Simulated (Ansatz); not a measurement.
**SnH₃F + H₂ + H₂O: a complex and its separated parts**

Aim: how far the complex at one end of a reaction step lies below its separated, relaxed parts, level by level.

The runs use Ansatz 0.2.0, Gaussian basis; PBE0-D4/def2-TZVP structures, single points in def2-TZVPP, no counterpoise correction.

Levels: SPW92, PBE-D4, BLYP-D4, r2SCAN-D4, B97M-V, PBE0-D4, B3LYP-D4, r2SCAN0-D4, BHLYP-D4, CAM-B3LYP-D4, wB97X-V, wB97M-V, B2PLYP, PBE-QIDH, RPA on PBE, Hartree-Fock, MP2, CCSD, CCSD(T).

Cores are frozen in the correlated methods. Filled d shells of the heavier atoms are correlated. Core potentials replace the inner electrons past krypton, and spin-orbit coupling is left out. B3LYP uses VWN-RPA correlation. B2PLYP carries no dispersion term here.

107 further runs of the same task are left out: 107 set aside as unsound or not needed.

## (1) Where the work starts

The complex: 10 atoms, charge 0, spin multiplicity 1.

Atoms are counted from 1 here; the program's logs count them from 0.

Bond lengths: Sn1–H3 1.699 Å, Sn1–H4 1.709 Å, Sn1–H5 1.694 Å, Sn1–F7 1.950 Å, H2–H8 0.747 Å, H6–O9 0.967 Å, O9–H10 0.960 Å. Angles: H3–Sn1–H4 111.5°, H3–Sn1–H5 117.0°, H3–Sn1–F7 106.6°, H4–Sn1–H5 112.7°, H4–Sn1–F7 100.4°, H5–Sn1–F7 107.1°, H6–O9–H10 105.7°.

As a file:

```xyz
10

Sn   -0.71494    1.45835    0.55251
H     0.16401   -2.42587   -2.25339
H    -1.07293    0.70198   -0.92559
H    -2.04506    2.35964    1.13411
H     0.74365    2.31444    0.64349
H     0.93962   -0.81559    1.08026
F    -0.63380    0.04601    1.89398
H    -0.12642   -1.75855   -2.08412
O     1.42993   -0.57302    0.28331
H     1.31594   -1.30730   -0.32445
```

Its parts: SnH₃F holds atoms 1, 3, 4, 5, 7; H₂ holds atoms 2, 8; H₂O holds atoms 6, 9, 10. Each part counts its atoms afresh in its own runs.

## (2) Relaxing SnH₃F alone

File relax-a/in.yaml:

```yaml
crystal:
  periodic: [false, false, false]
  atoms:
    - {symbol: Sn, position_ang: [-0.714943, 1.458350, 0.552505]}
    - {symbol: H, position_ang: [-1.072927, 0.701978, -0.925588]}
    - {symbol: H, position_ang: [-2.045057, 2.359640, 1.134108]}
    - {symbol: H, position_ang: [0.743645, 2.314438, 0.643486]}
    - {symbol: F, position_ang: [-0.633799, 0.046012, 1.893977]}
basis:
  gaussian: {orbitals: def2-TZVP}
hamiltonian: {xc: pbe0, dispersion: d4}
relax: {f_tol: 0.005, max_steps: 200}
```

The run is started by

```console
ansatz run in.yaml --threads 4 --pin off --events-out ev --progress --plain --max-ram 9574MiB
```

After this run come: Relaxing H₂ alone; Relaxing H₂O alone; SPW92/def2-TZVPP; PBE-D4/def2-TZVPP; BLYP-D4/def2-TZVPP; r2SCAN-D4/def2-TZVPP; B97M-V/def2-TZVPP; PBE0-D4/def2-TZVPP; B3LYP-D4/def2-TZVPP; r2SCAN0-D4/def2-TZVPP; BHLYP-D4/def2-TZVPP; CAM-B3LYP-D4/def2-TZVPP; wB97X-V/def2-TZVPP; wB97M-V/def2-TZVPP; B2PLYP/def2-TZVPP; PBE-QIDH/def2-TZVPP; RPA on PBE/def2-TZVPP; CCSD(T)/def2-TZVPP; Vibrations of SnH₃F; Vibrations of H₂; Vibrations of H₂O.

Q: Predict the outcome of this session. Wanted: complex less parts, CCSD(T)/def2-TZVPP; with zero-point energy; largest T1 diagnostic.

**Answer**, as computed:

| quantity | value |
| --- | --- |
| complex less parts, CCSD(T)/def2-TZVPP | -30.3 kJ/mol |
| with zero-point energy | -18.5 kJ/mol |
| largest T1 diagnostic | 0.014 |

At CCSD(T) the complex lies 30.3 kJ/mol below its parts. Among the functionals PBE-QIDH lands nearest to CCSD(T) (+1.1 kJ/mol) and SPW92 farthest (-22.2 kJ/mol). Mean unsigned error by rung: LDA 22.2, GGA 3.3, meta-GGA 4.2, hybrid 2.6, range-separated hybrid 3.7, double hybrid 2.5 kJ/mol. PBE-D4 gives a relative energy 5.2 kJ/mol too low, outside chemical accuracy (1 kcal/mol, 4.2 kJ/mol). No counterpoise was applied, and triple zeta lacks some correlation, so the CCSD(T) reference has a basis error of its own, and close matches with it are partly luck.
